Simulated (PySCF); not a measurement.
# C₈H₉N: excited states, first hyperpolarisability

Aim: compute the excited states, first hyperpolarisability of C₈H₉N (`C=Cc1ccc(N)cc1`).

Computed with PySCF 2.14.0 and routines of our own; the level stands in each step. Atoms count from 0.

### 1 The system as given

18 atoms, charge 0, multiplicity 1; geometry from: GFN2-xTB.

### 2 Geometry optimisation at PBE0-D3(BJ)/def2-SVP

The job: settings as JSON, then the geometry in Å.

```
{"job": {"xc": "PBE0", "basis": "def2-SVP", "d3": "d3bj", "grid": 2, "kind": "geom"}, "charge": 0, "multiplicity": 1}
C      3.067528     0.837442    -1.014527
C      2.346245     0.453590     0.033233
C      0.924009     0.149843     0.056573
C      0.331812    -0.240200     1.260413
C     -1.010445    -0.538407     1.341106
C     -1.822618    -0.453906     0.209388
N     -3.152497    -0.814086     0.264370
C     -1.239986    -0.062772    -0.997972
C      0.103488     0.228891    -1.070754
H      2.646488     0.966797    -1.996850
H      4.121681     1.038083    -0.925283
H      2.840517     0.342902     0.991617
H      0.941570    -0.305652     2.151016
H     -1.446373    -0.840369     2.283589
H     -3.581196    -0.816402     1.175383
H     -3.741072    -0.473645    -0.478415
H     -1.859686     0.008332    -1.881324
H      0.521775     0.525874    -2.019884
```

Started as:

```bash
$ OMP_NUM_THREADS=1 python excited_run.py task.json out
```

One launch serves the whole session: the jobs run in the order shown.

The program printed:

```text
step   0  E = -364.32661353  max force = 0.011086
step   1  E = -364.32839815  max force = 0.001810
step   2  E = -364.32840785  max force = 0.000629
step   3  E = -364.32841280  max force = 0.000413
optimisation converged
```

Run time: 94 s. Hardware: 1 thread of Arm Neoverse N1, shared host; peak memory 0.79 GiB.

The steps of the relaxation:

```tsv
step	energy from step 0 (eV)	largest force component (eV/Å)
0	0.0000	0.5701
1	-0.0486	0.0931
2	-0.0488	0.0323
3	-0.0490	0.0212
```

Close pairs (by a distance rule), those that changed most:

```tsv
bond	before (Å)	after (Å)	change (Å)
C0–H9	1.077	1.093	+0.017
C0–H10	1.077	1.092	+0.015
C8–H17	1.079	1.092	+0.013
C1–H11	1.084	1.096	+0.012
C3–H12	1.081	1.093	+0.012
C5–C7	1.396	1.409	+0.012
C7–H16	1.081	1.093	+0.012
C4–H13	1.081	1.093	+0.012
```

The end geometry stands in the next job.

```tsv
at the end point	value
point group (found at 0.08 Å tolerance)	C1
rotational constants (GHz, main isotopes)	5.023, 0.988, 0.826
dipole moment (D)	2.61
```

### 3 Excited states: TDA CAM-B3LYP/aug-cc-pVDZ

The job: settings as JSON, then the geometry in Å.

```
{"job": {"kind": "states", "xc": "CAM-B3LYP", "basis": "aug-cc-pVDZ", "tda": true, "soc": true, "nstates": 6, "ntriplets": 5, "nquad": 4}, "charge": 0, "multiplicity": 1}
C      3.025605     0.898760    -1.044301
C      2.290938     0.512809     0.007838
C      0.859401     0.205720     0.039977
C      0.257692    -0.187338     1.245291
C     -1.095055    -0.488346     1.330692
C     -1.918492    -0.408168     0.195408
N     -3.251643    -0.747842     0.252071
C     -1.324473    -0.014849    -1.019710
C      0.026518     0.282653    -1.089543
H      2.598838     1.029091    -2.042411
H      4.093727     1.099137    -0.938343
H      2.798268     0.405477     0.973747
H      0.873619    -0.257274     2.146075
H     -1.526007    -0.793898     2.287770
H     -3.687993    -0.739635     1.163632
H     -3.845316    -0.399333    -0.487906
H     -1.941975     0.052503    -1.919475
H      0.446029     0.585505    -2.051285
```

Level: TDA CAM-B3LYP/aug-cc-pVDZ excited states, vertical, gas phase, spin-orbit mean-field couplings.

The program printed:

```text
coarse grid: 15336 points
cycle   1  E = -364.7627598637  dE =  1.751e+00  |g| = 3.831e-01  |ddm| = 6.312e+01
cycle   2  E = -364.7863889955  dE = -2.363e-02  |g| = 2.962e-01  |ddm| = 6.362e+00
cycle   3  E = -364.8078782806  dE = -2.149e-02  |g| = 5.023e-02  |ddm| = 2.970e+00
cycle   4  E = -364.8082728317  dE = -3.946e-04  |g| = 3.602e-02  |ddm| = 6.850e-01
cycle   5  E = -364.8086152650  dE = -3.424e-04  |g| = 5.057e-03  |ddm| = 2.702e-01
cycle   6  E = -364.8086221332  dE = -6.868e-06  |g| = 2.371e-03  |ddm| = 4.367e-02
final grid: 149008 points
cycle   7  E = -364.8368590269  dE = -2.390e-05  |g| = 5.010e-03  |ddm| = 1.066e+00
cycle   8  E = -364.8368575097  dE =  1.517e-06  |g| = 5.808e-03  |ddm| = 1.119e-01
cycle   9  E = -364.8368649795  dE = -7.470e-06  |g| = 6.885e-04  |ddm| = 2.727e-02
cycle  10  E = -364.8368651087  dE = -1.292e-07  |g| = 1.956e-04  |ddm| = 8.882e-03
cycle  11  E = -364.8368651210  dE = -1.232e-08  |g| = 8.084e-05  |ddm| = 3.770e-03
cycle  12  E = -364.8368651229  dE = -1.870e-09  |g| = 1.756e-05  |ddm| = 8.618e-04
cycle  13  E = -364.8368651231  dE = -1.849e-10  |g| = 6.597e-06  |ddm| = 2.774e-04
converged SCF energy = -364.8368651231

Singlet excitations
state   eV       nm        f     d(h-e)  d(exc)  Lambda  PR(NTO)  |dmu|/D   mu/D   main configurations
  1   4.5585   272.0   0.15597   0.258   3.414   0.606   1.271    0.633    2.751   H->L+4 0.39, H->L+1 0.33, H->L 0.13
  2   4.6894   264.4   0.01117   2.580   4.880   0.444   1.038   11.730    9.484   H->L 0.75, H->L+1 0.11
  3   4.9130   252.4   0.50493   0.646   3.677   0.634   1.263    2.029    4.294   H->L+1 0.48, H->L+4 0.34
  4   5.2596   235.7   0.01476   1.200   5.188   0.202   1.063    5.104    7.087   H->L+2 0.68, H->L+3 0.19
  5   5.3169   233.2   0.00052   1.073   5.252   0.200   1.048                     H->L+3 0.70, H->L+2 0.21
  6   5.7646   215.1   0.00108   1.238   5.567   0.210   1.119                     H->L+5 0.51, H->L+6 0.32

Triplet excitations (Tamm-Dancoff)
state   eV     d(h-e)  d(exc)  Lambda  PR(NTO)   main configurations
  1   2.9985   0.278   3.195   0.626   1.171   H->L+1 0.67, H->L 0.17
  2   3.7986   0.119   3.102   0.625   1.018   H->L+4 0.88
  3   4.3802   0.128   2.610   0.585   2.816   H-1->L+4 0.29, H-2->L+1 0.17, H->L+9 0.10
  4   4.5610   0.720   3.508   0.561   2.371   H-1->L+4 0.33, H->L 0.30
  5   4.6625   1.522   4.217   0.535   1.643   H->L 0.37, H->L+1 0.20, H-2->L+1 0.15
S1 - T1 = 1.5600 eV

Spin-orbit couplings |<S|Hso|T>| (cm-1)
             T1       T2       T3       T4       T5
S0        0.404    0.519    1.402    2.306    3.178
S1        0.312    0.228    0.276    0.431    0.916
S2        1.420    0.896    1.225    0.608    1.119
S3        0.240    0.746    0.581    0.947    1.210
S4        0.903    1.518    0.793    0.306    0.620
S5        2.518    1.671    0.946    0.533    1.002
S6        1.139    1.983    0.650    0.757    0.662
T1 sublevels (cm-1): 0.000 0.000 0.000   radiative rates (1/s): 0.0151 0.000338 0.0435
```

Wall time 2.2 min (1 thread of Arm Neoverse N1, shared host); peak memory 1.2 GiB.

From this job:

```tsv
quantity	value
S1 less T1	1.56 eV
```

### 4 Excited states: TDDFT CAM-B3LYP/aug-cc-pVDZ

The job, as its differences from that of step 3:

```diff
@@ -1,2 +1,2 @@
-{"job": {"kind": "states", "xc": "CAM-B3LYP", "basis": "aug-cc-pVDZ", "tda": true, "soc": true, "nstates": 6, "ntriplets": 5, "nquad": 4}, "charge": 0, "multiplicity": 1}
+{"job": {"kind": "states", "xc": "CAM-B3LYP", "basis": "aug-cc-pVDZ", "tpa": true, "nstates": 8, "nquad": 6, "ntriplets": 0}, "charge": 0, "multiplicity": 1}
 C      3.025605     0.898760    -1.044301
```

Method: TDDFT CAM-B3LYP/aug-cc-pVDZ excited states, vertical, gas phase, two-photon moments by quadratic response.

The program printed:

```text
coarse grid: 15336 points
cycle   1  E = -364.7627598637  dE =  1.751e+00  |g| = 3.831e-01  |ddm| = 6.312e+01
cycle   2  E = -364.7863889955  dE = -2.363e-02  |g| = 2.962e-01  |ddm| = 6.362e+00
cycle   3  E = -364.8078782806  dE = -2.149e-02  |g| = 5.023e-02  |ddm| = 2.970e+00
cycle   4  E = -364.8082728317  dE = -3.946e-04  |g| = 3.602e-02  |ddm| = 6.850e-01
cycle   5  E = -364.8086152650  dE = -3.424e-04  |g| = 5.057e-03  |ddm| = 2.702e-01
cycle   6  E = -364.8086221332  dE = -6.868e-06  |g| = 2.371e-03  |ddm| = 4.367e-02
final grid: 149008 points
cycle   7  E = -364.8368590269  dE = -2.390e-05  |g| = 5.010e-03  |ddm| = 1.066e+00
cycle   8  E = -364.8368575097  dE =  1.517e-06  |g| = 5.808e-03  |ddm| = 1.119e-01
cycle   9  E = -364.8368649795  dE = -7.470e-06  |g| = 6.885e-04  |ddm| = 2.727e-02
cycle  10  E = -364.8368651087  dE = -1.292e-07  |g| = 1.956e-04  |ddm| = 8.882e-03
cycle  11  E = -364.8368651210  dE = -1.232e-08  |g| = 8.084e-05  |ddm| = 3.770e-03
cycle  12  E = -364.8368651229  dE = -1.870e-09  |g| = 1.756e-05  |ddm| = 8.618e-04
cycle  13  E = -364.8368651231  dE = -1.849e-10  |g| = 6.597e-06  |ddm| = 2.774e-04
converged SCF energy = -364.8368651231

Singlet excitations
state   eV       nm        f     d(h-e)  d(exc)  Lambda  PR(NTO)  |dmu|/D   mu/D   delta(TPA)   sigma/GM   main configurations
  1   4.4152   280.8   0.18798   0.374   3.418   0.615   1.257    1.134    3.265      346.33      2.473   H->L+1 0.47, H->L+4 0.29, H->L 0.15
  2   4.6666   265.7   0.08738   1.914   4.541   0.449   1.136    8.710    6.446       90.14      0.719   H->L 0.70, H->L+4 0.17
  3   4.7563   260.7   0.26648   0.371   3.985   0.615   1.269    2.140    1.383      403.31      3.343   H->L+1 0.46, H->L+4 0.35
  4   5.2568   235.9   0.01255   1.201   5.191   0.201   1.061    5.093    7.094       82.82      0.838   H->L+2 0.68, H->L+3 0.19
  5   5.3154   233.3   0.00049   1.075   5.253   0.200   1.048    5.103    3.118       21.51      0.223   H->L+3 0.69, H->L+2 0.21
  6   5.7617   215.2   0.00074   1.252   5.562   0.211   1.125    5.450    7.389      140.93      1.714   H->L+5 0.52, H->L+6 0.31
  7   5.8140   213.3   0.00319   0.825   5.587   0.206   1.120                                            H->L+6 0.54, H->L+5 0.31
  8   6.0338   205.5   0.06675   0.621   3.683   0.463   1.983                                            H-1->L+1 0.37, H->L+9 0.21, H-1->L 0.14
```

It took 2.8 min on 1 thread of Arm Neoverse N1, shared host; peak memory 1.2 GiB.

### 5 First hyperpolarisability: quadratic response CAM-B3LYP/aug-cc-pVDZ

The job, as its differences from that of step 4:

```diff
@@ -1,2 +1,2 @@
-{"job": {"kind": "states", "xc": "CAM-B3LYP", "basis": "aug-cc-pVDZ", "tpa": true, "nstates": 8, "nquad": 6, "ntriplets": 0}, "charge": 0, "multiplicity": 1}
+{"job": {"kind": "beta", "xc": "CAM-B3LYP", "basis": "aug-cc-pVDZ"}, "charge": 0, "multiplicity": 1}
 C      3.025605     0.898760    -1.044301
```

Level: quadratic response CAM-B3LYP/aug-cc-pVDZ first hyperpolarisability, Taylor convention, gas phase.

The program printed:

```text
coarse grid: 15336 points
cycle   1  E = -364.7627598637  dE =  1.751e+00  |g| = 3.831e-01  |ddm| = 6.312e+01
cycle   2  E = -364.7863889955  dE = -2.363e-02  |g| = 2.962e-01  |ddm| = 6.362e+00
cycle   3  E = -364.8078782806  dE = -2.149e-02  |g| = 5.023e-02  |ddm| = 2.970e+00
cycle   4  E = -364.8082728317  dE = -3.946e-04  |g| = 3.602e-02  |ddm| = 6.850e-01
cycle   5  E = -364.8086152650  dE = -3.424e-04  |g| = 5.057e-03  |ddm| = 2.702e-01
cycle   6  E = -364.8086221332  dE = -6.868e-06  |g| = 2.371e-03  |ddm| = 4.367e-02
final grid: 149008 points
cycle   7  E = -364.8368590269  dE = -2.390e-05  |g| = 5.010e-03  |ddm| = 1.066e+00
cycle   8  E = -364.8368575097  dE =  1.517e-06  |g| = 5.808e-03  |ddm| = 1.119e-01
cycle   9  E = -364.8368649795  dE = -7.470e-06  |g| = 6.885e-04  |ddm| = 2.727e-02
cycle  10  E = -364.8368651087  dE = -1.292e-07  |g| = 1.956e-04  |ddm| = 8.882e-03
cycle  11  E = -364.8368651210  dE = -1.232e-08  |g| = 8.084e-05  |ddm| = 3.770e-03
cycle  12  E = -364.8368651229  dE = -1.870e-09  |g| = 1.756e-05  |ddm| = 8.618e-04
cycle  13  E = -364.8368651231  dE = -1.849e-10  |g| = 6.597e-06  |ddm| = 2.774e-04
converged SCF energy = -364.8368651231

Lowest singlets (eV, f): 4.4152 0.1880  4.6666 0.0874  4.7563 0.2665

First hyperpolarisability (au)
process     nm      |vector|   parallel      HRS      DR
static         -     1081.01     601.55     448.08   4.981
shg       1907.0     1207.12     671.59     499.86   4.986
eope      1907.0     1120.59     623.54          -       -
shg       1064.0     1589.25     883.67     656.96   4.982
eope      1064.0     1216.87      677.0          -       -
```

Wall time 2.1 min (1 thread of Arm Neoverse N1, shared host); peak memory 1.2 GiB.

### 6 Excited states: TDA CAM-B3LYP/aug-cc-pVDZ in water

The job, as its differences from that of step 5:

```diff
@@ -1,2 +1,2 @@
-{"job": {"kind": "beta", "xc": "CAM-B3LYP", "basis": "aug-cc-pVDZ"}, "charge": 0, "multiplicity": 1}
+{"job": {"kind": "states", "xc": "CAM-B3LYP", "basis": "aug-cc-pVDZ", "tda": true, "soc": true, "nstates": 6, "ntriplets": 5, "nquad": 4, "solvent": "water"}, "charge": 0, "multiplicity": 1}
 C      3.025605     0.898760    -1.044301
```

Level: TDA CAM-B3LYP/aug-cc-pVDZ excited states, vertical, IEF-PCM water (non-equilibrium response), spin-orbit mean-field couplings.

The program printed:

```text
coarse grid: 15336 points
cycle   1  E = -364.7799854165  dE =  1.734e+00  |g| = 3.632e-01  |ddm| = 6.306e+01
cycle   2  E = -364.8038727833  dE = -2.389e-02  |g| = 2.620e-01  |ddm| = 6.617e+00
cycle   3  E = -364.8198723250  dE = -1.600e-02  |g| = 4.454e-02  |ddm| = 2.866e+00
cycle   4  E = -364.8202899333  dE = -4.176e-04  |g| = 2.383e-02  |ddm| = 4.827e-01
cycle   5  E = -364.8204349820  dE = -1.450e-04  |g| = 2.642e-03  |ddm| = 2.891e-01
cycle   6  E = -364.8204380843  dE = -3.102e-06  |g| = 1.395e-03  |ddm| = 3.460e-02
final grid: 149008 points
cycle   7  E = -364.8485851873  dE = -2.593e-05  |g| = 3.751e-03  |ddm| = 1.066e+00
cycle   8  E = -364.8485864007  dE = -1.213e-06  |g| = 3.396e-03  |ddm| = 1.137e-01
cycle   9  E = -364.8485890525  dE = -2.652e-06  |g| = 4.447e-04  |ddm| = 2.963e-02
cycle  10  E = -364.8485891069  dE = -5.441e-08  |g| = 1.987e-04  |ddm| = 7.707e-03
cycle  11  E = -364.8485891214  dE = -1.441e-08  |g| = 4.201e-05  |ddm| = 3.923e-03
cycle  12  E = -364.8485891223  dE = -9.589e-10  |g| = 2.033e-05  |ddm| = 5.384e-04
converged SCF energy = -364.8485891223

Singlet excitations
state   eV       nm        f     d(h-e)  d(exc)  Lambda  PR(NTO)  |dmu|/D   mu/D   main configurations
  1   4.4728   277.2   0.35328   0.668   3.528   0.699   1.169    2.356    5.381   H->L 0.67, H->L+4 0.23
  2   4.7777   259.5   0.46751   0.561   3.506   0.644   1.285    1.968    5.076   H->L+4 0.57, H->L 0.27, H-1->L 0.11
  3   4.9277   251.6   0.00102   1.140   4.767   0.247   1.044    5.810    2.732   H->L+1 0.88
  4   5.3542   231.6   0.01700   0.545   5.260   0.213   1.106    2.221    5.020   H->L+2 0.80
  5   5.5462   223.5   0.00060   0.127   5.324   0.182   1.040                     H->L+3 0.91
  6   5.8965   210.3   0.00772   1.185   5.587   0.212   1.137                     H->L+5 0.70

Triplet excitations (Tamm-Dancoff)
state   eV     d(h-e)  d(exc)  Lambda  PR(NTO)   main configurations
  1   2.9956   0.360   3.244   0.716   1.156   H->L 0.84
  2   3.7948   0.140   3.102   0.634   1.017   H->L+4 0.91
  3   4.4205   0.074   2.511   0.632   2.712   H-1->L+4 0.32, H-2->L 0.22
  4   4.5884   0.319   2.767   0.672   2.290   H-1->L+4 0.37, H-2->L 0.23, H-1->L 0.11
  5   4.8875   1.272   4.688   0.247   1.055   H->L+1 0.84
S1 - T1 = 1.4773 eV

Spin-orbit couplings |<S|Hso|T>| (cm-1)
             T1       T2       T3       T4       T5
S0        0.236    0.474    0.528    0.210    2.363
S1        0.180    0.388    0.257    0.093    0.436
S2        0.355    0.449    0.306    0.101    1.249
S3        0.794    0.810    1.317    1.066    0.169
S4        1.094    2.562    0.391    0.485    0.882
S5        1.872    1.279    0.733    0.455    1.567
S6        1.382    1.726    1.143    0.970    0.797
T1 sublevels (cm-1): 0.000 0.000 0.000   radiative rates (1/s): 0.0151 0.106 0.000739
```

Run time: 2.2 min. Hardware: 1 thread of Arm Neoverse N1, shared host; peak memory 1.3 GiB.

From this job:

```tsv
quantity	value
S1 less T1	1.48 eV
```

### 7 What came out

```
                                                   quantity                                                   value
                                                point group                                                      C1
                       rotational constants (main isotopes)                                    5.02, 0.99, 0.83 GHz
             S1 less T1 (step 3, TDA CAM-B3LYP/aug-cc-pVDZ)                                                 1.56 eV
β vector (step 5, quadratic response CAM-B3LYP/aug-cc-pVDZ)  static 1081, SHG 1907.0 nm 1207, SHG 1064.0 nm 1589 au
    S1 less T1 (step 6, TDA CAM-B3LYP/aug-cc-pVDZ in water)                                                 1.48 eV
```

The optimisation took 3 steps and gained 0.049 eV; among the close pairs (by a distance rule), C0–H9 changed most, from 1.077 to 1.093 Å. No frequency check was run at this level, so the end point may be a saddle. In step 3, the number of triplets below S1 is 3, and the largest singlet-triplet spin-orbit coupling is S0–T5, 3.18 cm⁻¹. β grows from 1081 au (static) to 1589 au for doubling at 1064.0 nm: normal dispersion, which grows as twice the photon energy moves toward the bright states. In step 6, the number of triplets below S1 is 3, and the largest singlet-triplet spin-orbit coupling is S4–T2, 2.56 cm⁻¹. The orbital labels of the leading configurations differ from run to run, so check that S1 and T1 are the same states before comparing rows.
